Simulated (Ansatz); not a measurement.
# Lu3PbC, space group Pm-3m: cell relaxations under several functionals

With Ansatz's Python interface.

Typed at the interpreter:
```pycon
>>> import warnings
>>> import ansatz as az
>>> from ase import Atoms
>>> import numpy as np
>>> params = {
...     'ecut': 630,
...     'k_spacing': 0.38,
...     'filling': 'Fermi-Dirac',
...     'scf_tol': 1e-05,
...     'fmax': 0.1,
... }
>>> def edges_and_angles(cell):
...     cell = np.asarray(cell)
...     a, b, c = np.linalg.norm(cell, axis=1)
...     cosines = cell[1] @ cell[2] / (b * c), cell[0] @ cell[2] / (a * c), cell[0] @ cell[1] / (a * b)
...     return (a, b, c, *np.degrees(np.arccos(cosines)))
...
>>> warnings.simplefilter('ignore', az.DeckWarning)
>>> atoms = Atoms(
...     ['Lu', 'Lu', 'Lu', 'Pb', 'C'],
...     scaled_positions=[
...         (0.5, 0.0, 0.0),
...         (0.0, 0.5, 0.0),
...         (0.0, 0.0, 0.5),
...         (0.5, 0.5, 0.5),
...         (0.0, 0.0, 0.0),
...     ],
...     cell=[
...         (4.751695, 0.0, 0.0),
...         (0.0, 4.751695, 0.0),
...         (0.0, 0.0, 4.751695),
...     ],
...     pbc=True,
... )
>>> crystal = az.Crystal.from_ase(atoms)
>>> job = (
...     crystal.calculation()
...     .basis(params['ecut'])
...     .kpoints(spacing=params['k_spacing'])
...     .occupations(params['filling'], width=50 * az.meV)
...     .scf(tolerance=params['scf_tol'], lower_state_search='standard')
...     .relax(cell=True, force_tolerance=params['fmax'], max_steps=40)
... )
>>> levels = [('pbesol', 'd3bj'), ('blyp', 'd3bj'), ('lda', 'none')]
>>> print('level            a       b       c    alpha   beta  gamma  V/atom  steps')
level            a       b       c    alpha   beta  gamma  V/atom  steps
>>> for name, dispersion in levels:
...     seen = []
...     run = job.functional(name, dispersion=dispersion).session().plan()
...     res = run.execute(on_event=lambda e: seen.append(e) if e['event'] == 'relax_step' else None)
...     cell = res.lattice.cell_ang
...     label = name if dispersion == 'none' else f'{name}+{dispersion}'
...     print('{:13s} {:7.4f} {:7.4f} {:7.4f} {:6.2f} {:6.2f} {:6.2f}'.format(label, *edges_and_angles(cell)), f'{abs(np.linalg.det(cell)) / len(res.lattice.sites):7.3f} {len(seen):5d}')
...
pbesol+d3bj    4.6590  4.6590  4.6590  90.00  90.00  90.00  20.226     6
blyp+d3bj      4.7139  4.7139  4.7139  90.00  90.00  90.00  20.949     6
lda            4.6605  4.6605  4.6605  90.00  90.00  90.00  20.245     6
```

From smallest to largest: PBEsol+D3BJ (20.23 Å³ an atom, -5.7 % against the start), LDA (20.25 Å³ an atom, -5.6 % against the start) and BLYP+D3BJ (20.95 Å³ an atom, -2.4 % against the start). The spread is 3.6 % in volume.

What to keep in mind:
- The settings weren't tested for convergence.
- Forces vanish by symmetry, so the ions can't move, and the end may be a saddle.
- BLYP and dispersion corrections can be off by several per cent in the lattices of metals, and by several GPa in the pressure at a fixed cell.
- For a metal this k-point mesh is coarse: on a finer one energies can move by several to tens of meV an atom and pressures by half a GPa or more, differences at one mesh by less.
- The program warned that this SCF threshold is loose for forces or stresses.
- Spin-orbit coupling, which matters for elements this heavy, is left out.
- This cell is a computed structure, which may not be the phase found in nature.
- The script silences the warnings on its input, which a real study should read.
- The whole script took 99 s on 1 thread of Arm Neoverse V2, with other jobs on the host, peak memory 0.58 GiB.
